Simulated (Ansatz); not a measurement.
# Pt2W: equation of state with PBEsol

Pt2W:

```xyz
3
Lattice="-1.3864 1.9822 4.1533 1.3864 -1.9822 4.1533 1.3864 1.9822 -4.1533" Properties=species:S:1:pos:R:3 pbc="T T T"
Pt    0.0000    0.0000    2.7974
Pt    0.0000    0.0000    5.5091
W     0.0000    0.0000    0.0000
```

The cell comes from a database or a generator and needn't be the stable form of this composition.

| Quantity | Value |
| --- | --- |
| Program | Ansatz 0.2.0 |
| Task | equation of state |
| Functional | PBEsol |
| Potentials or basis | Ansatz PAW |
| Cutoff | 420 eV |
| Density cutoff | 1680 eV |
| k mesh | 12 × 12 × 12 |
| Occupations | fermi-dirac, width 0.05 eV |
| Spin | no spin polarisation |

```json
{
 "Equilibrium volume": "14.97 Å³/atom",
 "Bulk modulus at fixed shape and positions": "324 GPa",
 "Pressure derivative of the bulk modulus": "4.9"
}
```

Energy against volume, from the lowest point:
```
volume (Å³/atom)  energy (meV/atom)
          14.305              32.26
          14.609               8.91
          14.914               0.00
          15.218               3.90
          15.522              19.14
          15.827              44.45
          16.131              78.65
```

All runs of the series together: 77 s on 2 threads of Arm Neoverse V1, with other jobs on the host.

Caveat: the cell was scaled at fixed shape and fractional positions, which overstates the stiffness of a crystal with free parameters, most of all of layers and chains. Spin-orbit coupling is left out, which matters for the levels of Pt, W.
